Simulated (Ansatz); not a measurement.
# La: the order of phases, without relativity

Which of bcc, hcp is lowest for La, without relativity? The runs shown use PAW and LAPW.

Computed with Ansatz 0.2.0 (DFT LDA, with the methods named in each step, unless a step's input says otherwise).

## 1. The system as given

Symmetry: Im-3m, No. 229, cubic system. Conventional cell: a = 4.017 Å, b = 4.017 Å, c = 4.017 Å, α = 90.00°, β = 90.00°, γ = 90.00°. La (site symmetry m-3m) has 8 La at 3.48 Å as nearest neighbours.

Structure file:

```
CELL_PARAMETERS angstrom
-2.00846 2.00846 2.00846
2.00846 -2.00846 2.00846
2.00846 2.00846 -2.00846
ATOMIC_POSITIONS crystal
La 0.00000 0.00000 0.00000
```

The PAW steps are scalar-relativistic and only prepare the cells; LAPW drops relativity.

## 2. Bcc relaxed, PAW

input.yaml reads:

```yaml
crystal:
  lattice:
    - [-2.0084641287, 2.0084641287, 2.0084641287]
    - [2.0084641287, -2.0084641287, 2.0084641287]
    - [2.0084641287, 2.0084641287, -2.0084641287]
  atoms:
    - { symbol: La, position: [0.0, 0.0, 0.0] }
kpoints:
  mp_grid: { grid: [14, 14, 14] }
scf:
  occupations: { method: fermi_dirac, width: 0.05 }
hamiltonian:
  xc: lda
  pseudopotentials: { kind: paw }
output:
  forces: true
  stress: true
  write_density: true
  write_potential: true
  elf: true
  volumetric_format: npy
relax:
  f_tol: 0.005
  max_steps: 40
  cell: {}
```

Command:

```sh
> ansatz run input.yaml --threads 1 --pin off --max-ram 3072MiB --backend cpu --events-out ev --progress --plain --runs-dir out
```

The runs that follow: Bcc relaxed, LAPW; Hcp relaxed, PAW; Hcp relaxed, LAPW.

**Question.** What will these runs give? Wanted: lowest (for each run or level that gives them).

**Answer**, as computed:

| quantity | value |
| --- | --- |
| lowest (LAPW) | hcp, 223.9 meV/atom under bcc |
| lowest (PAW) | hcp, 105.2 meV/atom under bcc |

What this shows: By LAPW the order is hcp < bcc. By PAW the order is hcp < bcc. Only LAPW drops relativity: the PAW files are scalar-relativistic and give the starting cells, so the two sets of rows differ by relativity and by the method's own errors together. Only these structures were tried, with electrons smeared by 0.05 eV and without vibrations, so the true ground state may be another. The k meshes differ between phases and weren't tested, which can move differences by some meV. Spin-orbit coupling is left out, though the cell holds La; in elements this heavy it can shift bands and gaps by tenths of an eV.
